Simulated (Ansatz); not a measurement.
# Ti4H: the cost of one run

Method: DFT PBE, scalar-relativistic, plane waves, PAW, in Ansatz 0.2.0.

## Step 1: The structure to begin with

It takes space group P6/mmm (No. 191, hexagonal). The conventional cell has a = 4.153 Å, b = 4.153 Å, c = 4.151 Å, α = 90.00°, β = 90.00°, γ = 120.00°. Ti (site symmetry mmm) is surrounded by 4 Ti at 2.08 Å and 2 H at 2.08 Å. Ti (site symmetry 6/mmm) is surrounded by 2 H at 2.08 Å. Around H (site symmetry 6/mmm) lie 8 Ti at 2.08 Å.

Structure file:

```cif
data_structure
_symmetry_space_group_name_H-M 'P6/mmm'
_symmetry_Int_Tables_number 191
_cell_length_a 4.1530
_cell_length_b 4.1530
_cell_length_c 4.1513
_cell_angle_alpha 90.000
_cell_angle_beta 90.000
_cell_angle_gamma 120.000
_cell_volume 62.01
loop_
_atom_site_label
_atom_site_type_symbol
_atom_site_symmetry_multiplicity
_atom_site_Wyckoff_symbol
_atom_site_fract_x
_atom_site_fract_y
_atom_site_fract_z
_atom_site_occupancy
Ti1 Ti 3 f 0.50000 0.00000 0.00000 1
Ti2 Ti 1 b 0.00000 0.00000 0.50000 1
H1 H 1 a 0.00000 0.00000 0.00000 1
```

Recipe of the guess: random cell by space group and Wyckoff sites (P6/mmm, No. 191). Lengths come from tabulated atomic sizes and are only a guess.

## Step 2: Probe: one point on a coarse mesh

Contents of input.yaml:

```yaml
crystal:
  lattice:
    - [4.1529838, 0.0, 0.0]
    - [-2.0764919, 3.59658947, 0.0]
    - [0.0, 0.0, 4.15130104]
  atoms:
    - { symbol: Ti, position: [0.5, 0.0, 0.0] }
    - { symbol: Ti, position: [0.0, 0.5, 0.0] }
    - { symbol: Ti, position: [0.5, 0.5, 0.0] }
    - { symbol: Ti, position: [0.0, 0.0, 0.5] }
    - { symbol: H, position: [0.0, 0.0, 0.0] }
basis:
  ecutwfc: 420
kpoints:
  mp_grid: { grid: [6, 6, 4] }
hamiltonian:
  xc: pbe
scf:
  occupations: { method: gaussian, width: 0.1 }
  lower_state_search: "off"
output:
  forces: true
  stress: true
  eigenvalues: true
```

Started as:

```bash
ansatz run input.yaml --threads 1 --pin off --max-ram 2560MiB --backend cpu --events-out ev --progress --plain --runs-dir out
```

Q: Estimate wall time and peak memory on 1 thread of Intel Xeon at 2.70GHz, shared host.

About 3.1 s, with a peak of 0.35 GiB.
